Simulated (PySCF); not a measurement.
# AlCl3 (aluminum chloride): the cost of one run

Computed with PySCF 2.14.0, with density-fitted response routines of our own, on a single molecule in the gas phase. Atoms are numbered from 0 throughout.

## (1) Starting geometry

4 atoms, charge 0, multiplicity 1; geometry from: GFN2-xTB. The atoms were then displaced at random by about 0.01 Å, so the start is not that level's minimum.

Bonds of the start (Å): Cl0–Al1 2.02, Al1–Cl2 2.01, Al1–Cl3 2.04.

## (2) Relaxing the molecule at PBE0-D3(BJ)/def2-SVP

What the job is given:

```
{"job": {"xc": "PBE0", "basis": "def2-SVP", "d3": "d3bj", "grid": 1, "shake": 0.01, "kind": "geom"}, "charge": 0, "multiplicity": 1}
Cl    -1.712060    -0.980370     0.764620
Al    -0.003100    -0.003480     0.315140
Cl     1.762680    -0.859190     0.772600
Cl    -0.009530     1.817660    -0.595800
```

On the command line:

```sh
$ OMP_NUM_THREADS=1 python probes_run.py task.json out
```

This one command runs all jobs of the session in turn.

Q: Estimate the wall time and peak memory of this first job on 1 thread of Arm Neoverse V1, shared host.

About 15 s, with a peak of 0.32 GiB.
